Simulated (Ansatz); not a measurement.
# Cd3Se2: the cost of one run

Program: Ansatz 0.2.0. Level of theory: DFT PBE, scalar-relativistic, plane waves, PAW. These are calculated values, not measurements.

## (1) Starting point

It takes space group P-3m1 (No. 164, trigonal). The conventional cell has a = 4.479 Å, b = 4.479 Å, c = 6.969 Å, α = 90.00°, β = 90.00°, γ = 120.00°. Cd (site symmetry -3m) is surrounded by 6 Se at 3.10 Å. Cd (site symmetry 3m) is surrounded by 4 Se at 2.70 to 2.79 Å. Se (site symmetry 3m) is surrounded by 7 Cd at 2.70 to 3.10 Å.

Coordinates:

```cif
data_structure
_symmetry_space_group_name_H-M 'P-3m1'
_symmetry_Int_Tables_number 164
_cell_length_a 4.4791
_cell_length_b 4.4791
_cell_length_c 6.9687
_cell_angle_alpha 90.000
_cell_angle_beta 90.000
_cell_angle_gamma 120.000
_cell_volume 121.08
loop_
_atom_site_label
_atom_site_type_symbol
_atom_site_symmetry_multiplicity
_atom_site_Wyckoff_symbol
_atom_site_fract_x
_atom_site_fract_y
_atom_site_fract_z
_atom_site_occupancy
Cd1 Cd 1 a 0.00000 0.00000 0.00000 1
Cd2 Cd 2 d 0.33333 0.66667 0.64500 1
Se1 Se 2 d 0.33333 0.66667 0.24500 1
```

(A quick probe on a coarse mesh, which set the mesh and smearing, is not shown.)

## (3) Coarse relaxation

input.yaml reads:

```yaml
crystal:
  lattice:
    - [4.4790867375, 0.0, 0.0]
    - [-2.2395433687, 3.8790029004, 0.0]
    - [0.0, 0.0, 6.9687313961]
  atoms:
    - { symbol: Cd, position: [0.0, 0.0, 0.0] }
    - { symbol: Cd, position: [0.3333333333, 0.6666666667, 0.645] }
    - { symbol: Cd, position: [0.6666666667, 0.3333333333, 0.355] }
    - { symbol: Se, position: [0.3333333333, 0.6666666667, 0.245] }
    - { symbol: Se, position: [0.6666666667, 0.3333333333, 0.755] }
basis:
  ecutwfc: 420
kpoints:
  mp_grid: { grid: [6, 6, 4] }
hamiltonian:
  xc: pbe
scf:
  occupations: { method: gaussian, width: 0.1 }
  lower_state_search: "off"
output:
  forces: true
  stress: true
  eigenvalues: true
relax:
  adjacent_minimum: "off"
  f_tol: 0.04
  max_steps: 70
  cell: { stress_tol: 0.4 }
```

Launch:

```bash
$ ansatz run input.yaml --threads 1 --pin off --max-ram 2560MiB --backend cpu --events-out ev --progress --plain --runs-dir out
```

What time and memory should one allow on 1 thread of Arm Neoverse V2, shared host?

About 2.1 min, with a peak of 0.49 GiB.
